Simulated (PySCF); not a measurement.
# C2H9OPSi: the cost of one run

The runs use PySCF 2.14.0, with density-fitted response routines of our own; the level of theory stands in each step. All values are computed, except where a source is named. Atoms are numbered from 0 throughout.

## 1. Starting geometry

14 atoms, charge 0, multiplicity 1; geometry from: GFN2-xTB. The atoms were then displaced at random by about 0.01 Å, so the start is not that level's minimum.

Bonds of the start (Å): C0–C1 1.51, C1–Si2 1.90, Si2–O3 1.62, Si2–P4 2.27, C0–H5 1.07, C0–H6 1.11, C0–H7 1.07, C1–H8 1.11, C1–H9 1.08, Si2–H10 1.48, O3–H11 0.94, P4–H12 1.39, P4–H13 1.37.

## 2. Optimising the geometry at PBE0-D3(BJ)/def2-SVP

The job: settings as JSON, then the geometry in Å.

```
{"job": {"xc": "PBE0", "basis": "def2-SVP", "d3": "d3bj", "grid": 1, "shake": 0.01, "kind": "geom"}, "charge": 0, "multiplicity": 1}
C     -2.055800     0.131980     0.021580
C     -0.692620     0.765640    -0.112230
Si     0.679990    -0.541540    -0.058400
O      0.558660    -1.672870    -1.207580
P      2.632820     0.551020    -0.416530
H     -2.199240    -0.312780     0.985310
H     -2.840470     0.914200    -0.087870
H     -2.215360    -0.594610    -0.752020
H     -0.548280     1.511990     0.701530
H     -0.626010     1.319140    -1.042170
H      0.624330    -1.384840     1.151000
H      0.648420    -1.481820    -2.124620
H      2.604760     1.233270     0.794080
H      3.421630    -0.453860     0.085420
```

Run with:

```
$ OMP_NUM_THREADS=1 python probes_run.py task.json out
```

One launch serves the whole session: the jobs run in the order shown.

**Question.** How long does this first job take on 1 thread of Arm Neoverse N1, shared host, and how much memory does it need?

About 51 s, with a peak of 0.51 GiB.
